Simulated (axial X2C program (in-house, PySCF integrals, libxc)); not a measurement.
**All-electron X2C curves of BaNa**

What are the state, bond length, wavenumber and bond energy of BaNa, and what does spin–orbit coupling change?

Method: all-electron X2C, Ba dyall-cv3z, Na dyall-cv3z; program: an in-house X2C program for linear molecules on PySCF integrals.

All values are calculated.

## Step 1: Set-up

Input file task.json:

```json
{"zs": [56, 11], "q": 0, "bas": ["dyall-cv3z", "dyall-cv3z"], "levels": ["PBE0", "HF", "LDA"], "cc": true, "r0": 3.51, "thr": -1.0, "nmax": 90, "npts": 10, "nst": 2, "ntry": 6}
```

Keys: zs atomic numbers; q charge; bas basis sets; levels methods (HF also brings MP2); cc coupled cluster on or off; r0 starting distance in Å; thr threshold in hartree for freezing inner shells (an s shell follows its p shell); nmax most natural virtual spinors; npts points asked for on the curve; nst determinants followed; ntry starts of the search.

Run with:

```sh
$ python so2c.py task.json out
```

Spin-free means the one-electron spin-free X2C Hamiltonian; two-component (2c) means X2C with spin–orbit coupling and atomic mean-field two-electron Coulomb and Gaunt terms. Basis: Ba dyall-cv3z contracted to [14s14p9d5f1g], Na dyall-cv3z contracted to [9s8p5d2f]; Gaussian nuclei, density fitting. Masses: Ba 137.905 u, Na 22.990 u.

Notation: σ, π±, δ± give the projection m of an orbital's angular momentum (0, ±1, ±2), α and β its spin, Λ and M_S the sums; ω is the projection of a spinor's total angular momentum and Ω the sum. Logs are in hartree.

The results follow Hamiltonian by Hamiltonian and level by level.

## Step 2: State search with PBE0

PBE0 moves the distance from 3.510 Å to 3.929 Å and compares determinants there.

Spin-free determinants:

```csv
ΔE (eV),state,open shells
0.00,"M_S = 1/2, Λ = 0",beyond closed shells: σα
0.67,"M_S = 1/2, Λ = 1",beyond closed shells: π+α
0.86,"M_S = 1/2, Λ = 2",beyond closed shells: δ+α
1.04,"M_S = 3/2, Λ = 1","beyond closed shells: 2 × σα, π+α"
1.16,"M_S = 3/2, Λ = 0",beyond closed shells: 3 × σα
1.46,"M_S = 1/2, Λ = 1","beyond closed shells: 2 × σα, π+β"
```

Two-component determinants:

| ΔE (eV) | state | open shells |
| --- | --- | --- |
| 0.00 | Ω = 1/2 | excess of +ω over −ω: ω = 1/2 |
| 0.68 | Ω = 3/2 | excess of +ω over −ω: ω = 3/2 |
| 0.89 | Ω = 5/2 | excess of +ω over −ω: ω = 5/2 |
| 1.06 | Ω = 5/2 | excess of +ω over −ω: 2 × ω = 1/2, ω = 3/2 |
| 1.16 | Ω = 3/2 | excess of +ω over −ω: 3 × ω = 1/2 |
| 1.47 | Ω = 1/2 | excess of +ω over −ω: 2 × ω = -1/2, ω = 3/2 |
| 1.47 | Ω = 7/2 | excess of +ω over −ω: 2 × ω = 1/2, ω = 5/2 |

## Step 3: PBE0, spin-free

State followed: M_S = 1/2, Λ = 0 (beyond closed shells: σα). The scan is laid around 3.929 Å, a first estimate of the minimum, and this SCF restarts from the orbitals of the search.

The SCF at the reference distance of 3.929 Å:

```text
spin-free X2C-1e  PBE0
basis functions 217  fitting functions 1045  grid points 5092
iter        total energy     max residual
   1      -8296.850838190     4.42e-05
   2      -8296.850838236     2.87e-05
   3      -8296.850838282     1.95e-05
   4      -8296.850838289     1.31e-05
converged
one-electron -11496.70488918  Coulomb 3330.96082908  exact exchange -52.73434369  xc functional -161.33837033  nuclear repulsion 82.96593584
```

Along the bond, energies from the lowest point:

| R (Å) | E (eV) | μ (D) | HOMO (eV) | LUMO (eV) | iterations |
| --- | --- | --- | --- | --- | --- |
| 3.418 | 0.1312 | -0.56 | -2.99 | -1.53 | 29 |
| 3.575 | 0.0552 | -0.50 | -3.01 | -1.57 | 17 |
| 3.693 | 0.0221 | -0.48 | -3.03 | -1.60 | 11 |
| 3.811 | 0.0049 | -0.47 | -3.05 | -1.63 | 11 |
| 3.929 | 0.0000 | -0.47 | -3.08 | -1.65 | 4 |
| 4.066 | 0.0065 | -0.46 | -3.10 | -1.68 | 13 |
| 4.204 | 0.0222 | -0.46 | -3.13 | -1.71 | 12 |
| 4.381 | 0.0510 | -0.43 | -3.17 | -1.73 | 14 |
| 4.597 | 0.0932 | -0.39 | -3.21 | -1.76 | 13 |
| 4.911 | 0.1560 | -0.28 | -3.27 | -1.77 | 14 |

Dipoles are positive if Na is the positive end.

Outer orbitals at the reference distance:

```csv
symmetry,occupied,ε (eV),atomic character
π+α,yes,-31.42,100% Na p
π-α,yes,-31.42,100% Na p
σα,yes,-31.41,100% Na p
π-β,yes,-31.38,100% Na p
π+β,yes,-31.38,100% Na p
σβ,yes,-31.37,100% Na p
π-α,yes,-20.23,100% Ba p
π+α,yes,-20.23,100% Ba p
π-β,yes,-20.16,100% Ba p
π+β,yes,-20.16,100% Ba p
σα,yes,-20.14,99% Ba p
σβ,yes,-20.07,99% Ba p
σα,yes,-4.10,"55% Ba s, 37% Na s, 6% Na p"
σβ,yes,-3.79,"55% Ba s, 30% Na s, 10% Na p"
σα,yes,-3.08,"31% Na s, 24% Ba p, 22% Ba s"
σβ,no,-1.65,"31% Ba p, 29% Na s, 21% Ba s"
σα,no,-1.16,"68% Ba d, 20% Ba p, 8% Na p"
π-α,no,-1.15,"75% Ba d, 24% Na p"
π+α,no,-1.15,"75% Ba d, 24% Na p"
```

PBE0 fields in the half plane through the axis: z from -2.4 to 6.3 Å across, distance from the axis 0.15 to 2.25 Å upwards; Ba lies at z = 0 and Na at z = 3.929 Å; the ELF is damped to zero where the density is low.

log10 density (e/bohr³). Ten even steps from '0' (-3.88 ) to '9' (1.83 ):
```
111112222221111111111111110000
111122222222222222211111111000
111222233322222222222221111100
112223334333222222222222211110
122233445443332222223332221110
122334555554333333334443221111
122345567655433333345664322111
122345689865433333357875422111
```

ELF. Ten even steps from ' ' (0.02 ) to '@' (0.95 ):
```
++##%%%%##**++==----::::::::--==**##%%%%@@%%%%%%##**--..    
**####**==--::......  ....::==##%%@@@@@@@@%%%%%%%%%%##==..  
##**++--............      ::++%%@@@@@@##++====++##%%%%##==..
**++::..  ..::==++==::    ..++@@@@@@**::      ..::**%%%%**--
++--..  ..==**##%%%%**--....==@@@@##..            ::**%%%%++
==..  ..==####++==++##**::..==@@@@==    --++==..    --%%%%**
--..  ::**%%==--**--==##==..--%%%%..  --%%%%%%++    ..**%%##
--....--####::######::##**::--%%%%    **@@..%%%%::  ..++%%##
```

Re = 3.923 Å, ωe = 98.5 cm⁻¹, Be = 0.05559 cm⁻¹, De = 0.370 eV, μ = -0.47 D.

## Step 4: HF, spin-free

Output at 3.929 Å:

```text
spin-free X2C-1e  HF
basis functions 217  fitting functions 1045  grid points 5092
iter        total energy     max residual
   1      -8293.715499039     4.14e-01
   2      -8293.736854213     7.04e-03
   3      -8293.738171351     1.84e-02
   4      -8293.739099891     1.26e-02
   5      -8293.739780748     2.56e-03
   6      -8293.740142701     4.86e-03
   7      -8293.740294286     3.61e-03
   8      -8293.740330805     6.27e-04
   9      -8293.740342697     7.38e-04
  10      -8293.740347193     6.45e-04
  11      -8293.740349383     1.30e-04
  12      -8293.740350833     2.68e-04
  13      -8293.740351669     2.78e-04
  14      -8293.740352119     1.05e-04
  15      -8293.740352413     6.15e-05
  16      -8293.740352596     1.17e-04
  17      -8293.740352673     6.75e-05
  18      -8293.740352690     1.11e-05
  19      -8293.740352693     5.42e-06
  20      -8293.740352694     3.91e-06
  21      -8293.740352694     7.87e-07
converged
one-electron -11493.75693104  Coulomb 3328.04782472  exact exchange -210.99718221  xc functional 0.00000000  nuclear repulsion 82.96593584
```

No constants are quoted: too few points lie around the minimum for a second fit to confirm the first.

## Step 5: LDA, spin-free

The SCF at the reference distance of 3.929 Å:

```text
spin-free X2C-1e  LDA
basis functions 217  fitting functions 1045  grid points 5092
iter        total energy     max residual
   1      -8289.440949017     1.47e+00
   2      -8289.457119577     1.85e-02
   3      -8289.457392164     7.71e-02
   4      -8289.457791065     2.81e-03
   5      -8289.457821955     5.16e-03
   6      -8289.457848475     3.65e-03
   7      -8289.457852924     3.70e-04
   8      -8289.457854306     4.63e-04
   9      -8289.457854764     9.94e-05
  10      -8289.457854876     5.49e-05
  11      -8289.457854903     1.66e-05
  12      -8289.457854907     6.18e-06
converged
one-electron -11496.74560711  Coulomb 3330.88025142  exact exchange 0.00000000  xc functional -206.55843506  nuclear repulsion 82.96593584
```

Re = 3.779 Å, ωe = 105.5 cm⁻¹, ωexe = 0.522 cm⁻¹, Be = 0.0599 cm⁻¹, De = 0.490 eV, μ = -0.42 D.

## Step 6: MP2 and beyond, spin-free

Correlated methods: 11 electrons correlated (frozen shells, counted by type: Ba 4 s, 3 p, 2 d; Na 2 s, 1 p), 317 virtual spinors in MP2, 89 natural virtuals in coupled cluster.

Output of the correlated part at 3.929 Å:

```text
correlated 11  virtual 317  natural virtual 89  E(MP2) -0.206005159  MP2 remainder -0.007874837
iter   CCSD correlation   residual
   1     -0.211696186   1.49e-01
   2     -0.220109344   7.73e-02
   3     -0.221304512   3.72e-02
   4     -0.221638477   1.91e-02
   5     -0.221948360   1.00e-02
   6     -0.222047218   6.09e-03
   7     -0.222091485   3.80e-03
   8     -0.222093845   1.83e-03
   9     -0.222101258   9.25e-04
  10     -0.222106949   4.12e-04
  11     -0.222107678   2.49e-04
  12     -0.222107268   1.34e-04
  13     -0.222107872   6.78e-05
  14     -0.222108593   3.14e-05
  15     -0.222109060   1.62e-05
  16     -0.222109277   1.06e-05
  17     -0.222109369   7.00e-06
  18     -0.222109421   4.10e-06
  19     -0.222109450   2.43e-06
  20     -0.222109466   1.21e-06
(T) -0.008544722  T1 0.0742  D1 0.1542  max T2 0.083
```

T1 in the output is the amplitude norm over the root of the electron number; divide by √2 for the Lee–Taylor value.

MP2: No constants are quoted: the reference is strongly spin-contaminated.

CCSD: Re = 4.028 Å, ωe = 88.6 cm⁻¹, ωexe = 0.912 cm⁻¹, Be = 0.05272 cm⁻¹, De = 0.203 eV. T1 at Re = 0.053 (Lee–Taylor, the printed value over √2).

CCSD(T): Re = 4.029 Å, ωe = 86.7 cm⁻¹, Be = 0.05271 cm⁻¹, De = 0.200 eV. T1 at Re = 0.053 (Lee–Taylor, the printed value over √2).

## Step 7: A higher determinant, spin-free

State: M_S = 1/2, Λ = 1 (beyond closed shells: π+α).

Output at the reference distance:

```text
spin-free X2C-1e  PBE0
basis functions 217  fitting functions 1045  grid points 5092
iter        total energy     max residual
   1      -8296.826317405     5.40e-05
   2      -8296.826317549     3.83e-05
   3      -8296.826317605     2.32e-05
   4      -8296.826317616     1.51e-05
   5      -8296.826317626     1.29e-05
   6      -8296.826317637     6.95e-06
   7      -8296.826317643     5.95e-06
converged
one-electron -11499.29028433  Coulomb 3333.62703002  exact exchange -52.74593601  xc functional -161.38306317  nuclear repulsion 82.96593584
```

| R (Å) | E above the lowest PBE0 point (eV) |
| --- | --- |
| 3.418 | 0.581 |
| 3.575 | 0.586 |
| 3.693 | 0.606 |
| 3.811 | 0.634 |
| 3.929 | 0.667 |
| 4.066 | 0.712 |
| 4.204 | 0.759 |
| 4.381 | 0.822 |
| 4.597 | 0.897 |

No constants are quoted: the lowest point is the short end of the scan.

## Step 8: The spin-free curves together

Energy (eV) of the followed determinant, spin-free, from each level's lowest point:

| R (Å) | PBE0 | HF | MP2 (spin-contaminated) | CCSD | CCSD(T) | LDA |
| --- | --- | --- | --- | --- | --- | --- |
| 3.418 | 0.131 | 0.327 | 0.177 | n/a | n/a | 0.069 |
| 3.575 | 0.055 | 0.199 | 0.088 | 0.087 | 0.084 | 0.019 |
| 3.693 | 0.022 | 0.130 | 0.045 | 0.043 | 0.042 | 0.003 |
| 3.811 | 0.005 | 0.080 | 0.019 | 0.016 | 0.015 | 0.000 |
| 3.929 | 0.000 | 0.045 | 0.005 | 0.003 | 0.003 | 0.008 |
| 4.066 | 0.006 | 0.019 | 0.000 | 0.000 | 0.000 | 0.027 |
| 4.204 | 0.022 | 0.005 | 0.002 | 0.007 | 0.007 | 0.053 |
| 4.381 | 0.051 | 0.000 | 0.012 | 0.025 | 0.024 | 0.093 |
| 4.597 | 0.093 | 0.005 | 0.026 | n/a | n/a | 0.146 |
| 4.911 | 0.156 | 0.022 | 0.042 | n/a | n/a | 0.221 |

[end of part 1 of 2]
